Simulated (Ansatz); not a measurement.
# Mg, space group I4/mmm: relaxations under a series of pressures

Computed with Ansatz 0.2.0 through its Python package.

At the Python prompt:
```pycon
>>> import warnings
>>> import ansatz
>>> import numpy as np
>>> import pandas as pd
>>> def edges_and_angles(cell):
...     cell = np.asarray(cell)
...     a, b, c = np.linalg.norm(cell, axis=1)
...     cosines = cell[1] @ cell[2] / (b * c), cell[0] @ cell[2] / (a * c), cell[0] @ cell[1] / (a * b)
...     return (a, b, c, *np.degrees(np.arccos(cosines)))
...
>>> warnings.simplefilter("ignore", ansatz.DeckWarning)
>>> crystal = (
...     ansatz.Lattice.from_parameters(3.092269, 3.092269, 3.092269, alpha=107.15484, beta=107.15484, gamma=114.21048)
...     .atom("Mg", (0.0, 0.0, 0.0))
... )
>>> base = (
...     crystal.calculation()
...     .functional("pbesol")
...     .pseudopotentials("paw")
...     .kpoints(13, 13, 13)
...     .occupations("Fermi-Dirac", width=0.1)
... )
>>> rows = []
>>> for pressure in [0, 10, 20, 30, 40]:
...     res = base.relax(cell=True, pressure=pressure).run(threads=1, pin="off")
...     cell = res.lattice.cell_ang
...     n_atoms = len(res.lattice.sites)
...     volume = abs(np.linalg.det(cell)) / n_atoms
...     enthalpy = res.report["free_energy_ev"] / n_atoms + pressure * volume / 160.21766
...     rows.append((pressure, volume, enthalpy, *edges_and_angles(cell)))
...     print(f"{pressure} GPa done: {volume:.4f} A^3/atom")
...
0 GPa done: 22.5415 A^3/atom
10 GPa done: 18.6568 A^3/atom
20 GPa done: 16.6361 A^3/atom
30 GPa done: 15.2926 A^3/atom
40 GPa done: 14.3027 A^3/atom
>>> table = pd.DataFrame(rows, columns=["P_GPa", "V_A3_atom", "H_eV_atom", "a", "b", "c", "alpha", "beta", "gamma"])
>>> table.round(4)
   P_GPa  V_A3_atom  H_eV_atom       a       b       c     alpha      beta     gamma
0      0    22.5415 -1912.0307  3.0867  3.0867  3.0867  107.3436  107.3436  113.8158
1     10    18.6568 -1910.7623  2.8970  2.8970  2.8970  107.6300  107.6300  113.2199
2     20    16.6361 -1909.6660  2.7877  2.7877  2.7877  107.8577  107.8577  112.7489
3     30    15.2926 -1908.6719  2.7101  2.7101  2.7101  108.0198  108.0198  112.4149
4     40    14.3027 -1907.7496  2.6499  2.6499  2.6499  108.1938  108.1938  112.0573
>>> p, v = np.array([row[0] for row in rows], float), np.array([row[1] for row in rows])
>>> print("mean bulk modulus between rows (GPa):", np.round(-np.diff(p) / np.diff(np.log(v)), 1))
mean bulk modulus between rows (GPa): [ 52.9  87.2 118.8 149.4]
```

The volume falls from 22.54 Å³ an atom at 0 GPa to 14.30 at 40 GPa, by 36.5 %. Between 0 and 10 GPa, -V dP/dV is about 53 GPa, a mean over that step.

Total energies depend on the potentials; only differences at equal settings carry meaning. At a fixed pressure a relaxation lowers the enthalpy F + PV, while F alone can rise. Edges and angles are those of the cell as typed, here a primitive one, not of the conventional cell. This isn't the structure that Mg takes at ambient conditions. Symmetry holds the cell in this phase, whether or not it is the stable one at each pressure. Hardware and time: 32 s on 1 thread of Intel(R) Xeon(R) 6975P-C (Granite Rapids), with other jobs on the host, peak memory 0.46 GiB.
